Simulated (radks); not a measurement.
# Cr in [Ar] 3d4 4s1 4d1: an all-electron calculation

One table from this session's results is given with a row withheld; the runs are named, their logs left out.

Method: non-relativistic Kohn-Sham, r2SCAN, spin-unpolarised, spherical densities, point nucleus. Code: radks (a radial shooting solver on a logarithmic mesh, Libxc functionals) version 1.

### The atom as given

```
element       : chromium (Z = 24)
charge        : 0
electrons     : 24
configuration : [Ar] 3d4 4s1 4d1
```

Outer shells as boxes (Hund's rule):

Cr
```
[Ar] core
3d [↑ ][↑ ][↑ ][↑ ][  ]
4s [↑ ]
4d [↑ ][  ][  ][  ][  ]
```

Set-up of the first run:

The run's settings:

```text
Z 24
configuration [Ar] 3d4 4s1 4d1 4p0 5s0
relativity non-relativistic
functional r2scan,r2scan
spin unpolarised
nucleus point
```

Steps of the session up to this table: Self-consistent calculation.

One of the session's tables, all rows but one given; the rest of the session is left out.

It belongs to the step «Radial structure». From the orbitals of this run (lengths in bohr):

```
level      <r>  outermost maximum (interpolated)  90 % within  nodes
   1s  0.06420                            0.0423        0.114      0
   2s   0.2953                             0.246        0.458      1
   2p   0.2608                             0.199        0.427      0
   3s   0.9053                             0.782         1.35      2
   3p   0.9602                             0.799         1.48      1
   3d    1.269                             0.822         2.21      0
   4s    3.016                              2.55         4.50      3
   4p    3.919                              3.13         6.04      2
   5s    9.089                              8.03         13.2      4
   4d        ?                                 ?            ?      ?
```

**Question.** Estimate the row for 4d.

The run gave: <r>: 10.21; outermost maximum (interpolated): 8.83; 90 % within: 15.5; nodes: 1. In the column «<r>» it is the highest.
